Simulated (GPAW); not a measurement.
# NbCu (Fm-3m) in GPAW: convergence with k mesh

Aim: find how far k mesh must go before the results for NbCu settle, at LDA. This setting moves, with any that are tied to it; all else stays.

Everything below comes from runs of GPAW 26.7.0. Logs are shortened: lines on timing, memory, paths and dates and some standing lists are left out, and cuts for length are marked. The log counts tension as positive stress, the text compression.

### 1 The crystal as given

It takes space group Fm-3m (No. 225, cubic). Conventional cell: a = 5.124 Å, b = 5.124 Å, c = 5.124 Å, α = 90.00°, β = 90.00°, γ = 90.00°. Around Nb (site symmetry m-3m) lie 6 Cu at 2.56 Å. Around Cu (site symmetry m-3m) lie 6 Nb at 2.56 Å.

The cell was built by a generator and needn't be a form met in nature.

### 2 With k mesh 2 × 2 × 2

Contents of run.py:

```python
from ase.dft.bandgap import bandgap
from ase.io import read, write
from ase.units import GPa
from gpaw import GPAW, PW

atoms = read('POSCAR')

calc = GPAW(mode=PW(600),
            xc='LDA',
            kpts={'size': (2, 2, 2), 'gamma': True},
            occupations={'name': 'fermi-dirac', 'width': 0.05},
            nbands=24,
            convergence={'density': 1e-05, 'energy': 1e-05},
            maxiter=100,
            txt='gpaw.txt')
atoms.calc = calc
energy = atoms.get_potential_energy()
forces = atoms.get_forces()
stress = atoms.get_stress()
calc.write('gs.gpw')
write('result.traj', atoms)
print(f'Energy: {energy:.6f} eV')
print('Forces (eV/A):')
print(forces.round(4))
print('Stress (GPa):', (stress / GPa).round(3))
print('Fermi level:', round(calc.get_fermi_level(), 4), 'eV')
print(f'Gap: {bandgap(calc)[0]:.4f} eV, direct: {bandgap(calc, direct=True)[0]:.4f} eV')
```

Contents of POSCAR:

```
NbCu
1.0
    0.0000000000      2.5622100000      2.5622100000
    2.5622100000      0.0000000000      2.5622100000
    2.5622100000      2.5622100000      0.0000000000
Nb Cu
1 1
Direct
    0.0000000000      0.0000000000      0.0000000000
    0.5000000000      0.5000000000      0.5000000000
```

Potentials or basis: the program's PAW data sets (release 1.2.1) made for this functional, pw.

On the command line:

```sh
> OMP_NUM_THREADS=1 python run.py
```

It took 4.7 s on 1 thread of Arm Neoverse V1, shared host; peak memory 0.14 GiB.

What came out:

```yaml
Free_energy: -15.0457 eV
Pressure: -11.8 GPa
Band_gap_on_the_k_mesh: none (metal or under the smearing width)
```

### 3 With k mesh 3 × 3 × 3

Edit run.py of step 2 so:

```diff
@@ -9,3 +9,3 @@
             xc='LDA',
-            kpts={'size': (2, 2, 2), 'gamma': True},
+            kpts={'size': (3, 3, 3), 'gamma': True},
             occupations={'name': 'fermi-dirac', 'width': 0.05},
```

POSCAR is that of step 2.

Potentials or basis: the program's PAW data sets (release 1.2.1) made for this functional, pw.

On the command line:

```sh
> OMP_NUM_THREADS=1 python run.py
```

It took 5.2 s on 1 thread of Arm Neoverse V1, shared host; peak memory 0.14 GiB.

Results:

* Free energy: -14.5093 eV
* Pressure: -9.6 GPa
* Band gap on the k mesh: none (metal or under the smearing width)

### 4 With k mesh 4 × 4 × 4

Edit run.py of step 3 so:

```diff
@@ -9,3 +9,3 @@
             xc='LDA',
-            kpts={'size': (3, 3, 3), 'gamma': True},
+            kpts={'size': (4, 4, 4), 'gamma': True},
             occupations={'name': 'fermi-dirac', 'width': 0.05},
```

POSCAR is that of step 3.

On the command line:

```sh
> OMP_NUM_THREADS=1 python run.py
```

Wall time 7.9 s (1 thread of Arm Neoverse V1, shared host); peak memory 0.15 GiB.

What came out:

| Item | Value |
| --- | --- |
| Free energy | -14.5738 eV |
| Pressure | -10.0 GPa |
| Band gap on the k mesh | none (metal or under the smearing width) |

### 5 With k mesh 5 × 5 × 5

Edit run.py of step 4 so:

```diff
@@ -9,3 +9,3 @@
             xc='LDA',
-            kpts={'size': (4, 4, 4), 'gamma': True},
+            kpts={'size': (5, 5, 5), 'gamma': True},
             occupations={'name': 'fermi-dirac', 'width': 0.05},
```

POSCAR is that of step 4.

On the command line:

```sh
> OMP_NUM_THREADS=1 python run.py
```

Run time: 9.6 s. Hardware: 1 thread of Arm Neoverse V1, shared host; peak memory 0.15 GiB.

It converged, with:

| Quantity | Value |
| --- | --- |
| Free energy | -14.5643 eV |
| Pressure | -10.1 GPa |
| Band gap on the k mesh | none (metal or under the smearing width) |

### 6 With k mesh 6 × 6 × 6

Edit run.py of step 5 so:

```diff
@@ -9,3 +9,3 @@
             xc='LDA',
-            kpts={'size': (5, 5, 5), 'gamma': True},
+            kpts={'size': (6, 6, 6), 'gamma': True},
             occupations={'name': 'fermi-dirac', 'width': 0.05},
```

POSCAR is that of step 5.

Potentials or basis: the program's PAW data sets (release 1.2.1) made for this functional, pw.

On the command line:

```sh
> OMP_NUM_THREADS=1 python run.py
```

It took 14 s on 1 thread of Arm Neoverse V1, shared host; peak memory 0.15 GiB.

Results (log left out):

```
Free energy            : -14.5553 eV
Pressure               : -10.1 GPa
Band gap on the k mesh : none (metal or under the smearing width)
```

### 7 With k mesh 7 × 7 × 7

Edit run.py of step 6 so:

```diff
@@ -9,3 +9,3 @@
             xc='LDA',
-            kpts={'size': (6, 6, 6), 'gamma': True},
+            kpts={'size': (7, 7, 7), 'gamma': True},
             occupations={'name': 'fermi-dirac', 'width': 0.05},
```

POSCAR is that of step 6.

On the command line:

```sh
> OMP_NUM_THREADS=1 python run.py
```

Run time: 17 s. Hardware: 1 thread of Arm Neoverse V1, shared host; peak memory 0.15 GiB.

The run converged. Its results:

* Free energy: -14.5537 eV
* Pressure: -10.0 GPa
* Band gap on the k mesh: none (metal or under the smearing width)

### 8 With k mesh 8 × 8 × 8

Edit run.py of step 7 so:

```diff
@@ -9,3 +9,3 @@
             xc='LDA',
-            kpts={'size': (7, 7, 7), 'gamma': True},
+            kpts={'size': (8, 8, 8), 'gamma': True},
             occupations={'name': 'fermi-dirac', 'width': 0.05},
```

POSCAR is that of step 7.

On the command line:

```sh
> OMP_NUM_THREADS=1 python run.py
```

Wall time 23 s (1 thread of Arm Neoverse V1, shared host); peak memory 0.16 GiB.

Results (log left out):

```
Free energy            : -14.5443 eV
Pressure               : -9.9 GPa
Band gap on the k mesh : none (metal or under the smearing width)
```

### 9 With k mesh 10 × 10 × 10

Edit run.py of step 8 so:

```diff
@@ -9,3 +9,3 @@
             xc='LDA',
-            kpts={'size': (8, 8, 8), 'gamma': True},
+            kpts={'size': (10, 10, 10), 'gamma': True},
             occupations={'name': 'fermi-dirac', 'width': 0.05},
```

POSCAR is that of step 8.

Potentials or basis: the program's PAW data sets (release 1.2.1) made for this functional, pw.

On the command line:

```sh
> OMP_NUM_THREADS=1 python run.py
```

Run time: 36 s. Hardware: 1 thread of Arm Neoverse V1, shared host; peak memory 0.17 GiB.

The run converged. Its results:

- Free energy: -14.5518 eV
- Pressure: -10.0 GPa
- Band gap on the k mesh: none (metal or under the smearing width)

### 10 With k mesh 12 × 12 × 12

Edit run.py of step 9 so:

```diff
@@ -9,3 +9,3 @@
             xc='LDA',
-            kpts={'size': (10, 10, 10), 'gamma': True},
+            kpts={'size': (12, 12, 12), 'gamma': True},
             occupations={'name': 'fermi-dirac', 'width': 0.05},
```

POSCAR is that of step 9.

Potentials or basis: the program's PAW data sets (release 1.2.1) made for this functional, pw.

On the command line:

```sh
> OMP_NUM_THREADS=1 python run.py
```

gpaw.txt:

```text
__  _  _
 | _ |_)|_||  |
 |__||  | ||/\| - 26.7.0

Input parameters:
  mode=PW(ecut=600.0),
  convergence={'density': 1e-05, 'energy': 1e-05},
  kpts=MonkhorstPack(size=(12, 12, 12), gamma=True),
  maxiter=100,
  nbands=24,
  occupations=Occupations(name='fermi-dirac', width=0.05),
  xc=XC(name='LDA')

Diagonalizing LCAO Hamiltonian
Converting LCAO to pw mode

               Cu

       Nb

Atoms  # Å, Bohr magnetons
|   | symbol |        x |        y |        z |    initial magnetic moments |
|---|--------|----------|----------|----------|-----------------------------|
| 0 |     Nb | 0.000000 | 0.000000 | 0.000000 | ( 0.0000,  0.0000,  0.0000) |
| 1 |     Cu | 2.562210 | 2.562210 | 2.562210 | ( 0.0000,  0.0000,  0.0000) |

Unit cell  # Å
| periodic |        x |        y |        z |  lengths |    angles |
|----------|----------|----------|----------|----------|-----------|
|      yes | 0.000000 | 2.562210 | 2.562210 | 3.623512 | 60.000000 |
|      yes | 2.562210 | 0.000000 | 2.562210 | 3.623512 | 60.000000 |
|      yes | 2.562210 | 2.562210 | 0.000000 | 3.623512 | 60.000000 |

Number of symmetries: 48
Symmetry operations  # r_c * U_cc + t_c -> r_c
|    | kind |            matrix            |
|----|------|------------------------------|
|  0 |  σ   |  1, 0, 0,  1, 0,-1,  1,-1, 0 |
|  1 |  C2  |  1, 0, 0,  1,-1, 0,  1, 0,-1 |
|  2 |  E   |  1, 0, 0,  0, 1, 0,  0, 0, 1 |
|  3 |  σ   |  1, 0, 0,  0, 0, 1,  0, 1, 0 |
|  4 |  C4  |  1, 0,-1,  1, 0, 0,  1,-1, 0 |
|  5 |  S6  |  1, 0,-1,  1,-1, 0,  1, 0, 0 |
|  6 |  σ   |  1, 0,-1,  0, 1,-1,  0, 0,-1 |
|  7 |  C3  |  1, 0,-1,  0, 0,-1,  0, 1,-1 |
|  8 |  S6  |  1,-1, 0,  1, 0, 0,  1, 0,-1 |
|  9 |  C4  |  1,-1, 0,  1, 0,-1,  1, 0, 0 |
| 10 |  C3  |  1,-1, 0,  0,-1, 1,  0,-1, 0 |
| 11 |  σ   |  1,-1, 0,  0,-1, 0,  0,-1, 1 |
| 12 |  σ   |  0, 1, 0,  1, 0, 0,  0, 0, 1 |
| 13 |  C4  |  0, 1, 0,  0, 1,-1, -1, 1, 0 |
| 14 |  C3  |  0, 1, 0,  0, 0, 1,  1, 0, 0 |
| 15 |  S6  |  0, 1, 0, -1, 1, 0,  0, 1,-1 |
| 16 |  C2  |  0, 1,-1,  1, 0,-1,  0, 0,-1 |
| 17 |  σ   |  0, 1,-1,  0, 1, 0, -1, 1, 0 |
| 18 |  S4  |  0, 1,-1,  0, 0,-1,  1, 0,-1 |
| 19 |  C4  |  0, 1,-1, -1, 1, 0,  0, 1, 0 |
| 20 |  C3  |  0, 0, 1,  1, 0, 0,  0, 1, 0 |
[... 142 lines left out ...]
  Fourier metric: weight=20.0, sigma=0.015

occupation numbers:
  Fermi-Dirac:
    width: 0.0500  # eV

poisson solver:
  ecut: 4800.0  # eV

xc functional:
  name: None

convergence criteria:
- Maximum integral of absolute [dens]ity change: 1e-05 electrons / valence electron
- Maximum [total energy] change in last 3 cyles: 1e-05 eV / valence electron
- Maximum integral of absolute [eigenst]ate change: 4e-08 eV^2 / valence electron
maximum number of iterations: 100

SCF iterations
|iter     | |      energy | eigst |  dens |
|---------|-|-------------|-------|-------|
|iter:   1| |  -17.104127 | +0.16 |       |
|iter:   2| |  -16.100030 | -1.85 | -0.85 |
|iter:   3| |  -14.954780 | -1.63 | -0.95 |
|iter:   4| |  -14.563849 | -1.79 | -1.22 |
|iter:   5| |  -14.553131 | -3.94 | -1.84 |
|iter:   6| |  -14.540063 | -3.60 | -1.94 |
|iter:   7| |  -14.539838 | -5.14 | -2.90 |
|iter:   8| |  -14.539828c| -6.18 | -3.43 |
|iter:   9| |  -14.539830c| -7.19 | -4.01 |
|iter:  10| |  -14.539830c| -8.69c| -4.91 |
|iter:  11| |  -14.539829c| -8.40c| -5.14c|

Converged in 11 steps
Energy contributions relative to reference atoms: (reference = -148746.627106)

Energy contributions:
  Kinetic:         -23.862575
  Coulomb:          14.942751
  Zero:             -0.031559
  External:          0.000000
  Xc:               -5.575810
  Entropy:          -0.025273
  Spinorbit:         0.000000
  ----------------------------
  Free energy:     -14.552466
  Extrapolated:    -14.539829

dipole moment: (-18.798051, -18.798051, -18.798051)  # |e|*Ang

Fermi level: 8.334
Eigenvalues  # (at kpt = [-0.000, -0.000, -0.000])
| band index |      eig [eV] | occ [0-2] |
|------------|---------------|-----------|
|          0 |       -46.648 |     2.000 |
|        ... |               |           |
|          2 |       -22.673 |     2.000 |
|          3 |       -22.673 |     2.000 |
|          4 |         1.287 |     2.000 |
|          5 |         4.027 |     2.000 |
|          6 |         4.027 |     2.000 |
|          7 |         4.336 |     2.000 |
[... 8 lines left out ...]
|         16 |        17.122 |     0.000 |
|         17 |        17.122 |     0.000 |
|        ... |               |           |
|         23 |        26.736 |     0.000 |

No gap
No difference between direct/indirect transitions

Forces  # eV/Ang
|       x |        y |        z |
|---------|----------|----------|
| 0.00000 |  0.00000 |  0.00000 |  # Nb   0
| 0.00000 | -0.00000 | -0.00000 |  # Cu   1

Stress tensor  # eV/Ang^3
|         x |         y |         z |
|-----------|-----------|-----------|
|  0.062409 |  0.000000 | -0.000000 |
|  0.000000 |  0.062409 | -0.000000 |
| -0.000000 | -0.000000 |  0.062409 |

# Writing to gs.gpw (mode='')
```

Wall time 54 s (1 thread of Arm Neoverse V1, shared host); peak memory 0.18 GiB.

What came out:

* Free energy: -14.5525 eV
* Pressure: -10.0 GPa
* Band gap on the k mesh: none (metal or under the smearing width)

### 11 Summary

| k mesh | energy less the tightest run, at zero smearing (meV/atom) | pressure (GPa) | SCF cycles | CPU time (s) | peak memory (GiB) |
| --- | --- | --- | --- | --- | --- |
| 2 × 2 × 2 | -246.50 | -11.79 | 11 | 4.7 | 0.14 |
| 3 × 3 × 3 | 19.21 | -9.57 | 10 | 5.2 | 0.14 |
| 4 × 4 × 4 | -13.60 | -10.03 | 10 | 7.9 | 0.15 |
| 5 × 5 × 5 | -6.39 | -10.15 | 11 | 9.6 | 0.15 |
| 6 × 6 × 6 | -1.60 | -10.11 | 11 | 14 | 0.15 |
| 7 × 7 × 7 | -0.34 | -10.03 | 11 | 17 | 0.15 |
| 8 × 8 × 8 | 6.23 | -9.88 | 11 | 23 | 0.16 |
| 10 × 10 × 10 | 0.58 | -10.01 | 11 | 36 | 0.17 |
| 12 × 12 × 12 | 0.00 | -10.00 | 11 | 54 | 0.18 |

Against the tightest run, the energy stays within 1 meV/atom from 10 × 10 × 10 on; the pressure stays within 0.1 GPa from 10 × 10 × 10 on. Meshes of other sizes hit other points, so gaps and Fermi surfaces needn't settle smoothly. The tightest run that finished is the yardstick and may itself not be fully converged.

Caveats: with this Cu data set, volumes or pressures lay over 1.5 % or 2 GPa off other programs in two to four cells of ten.
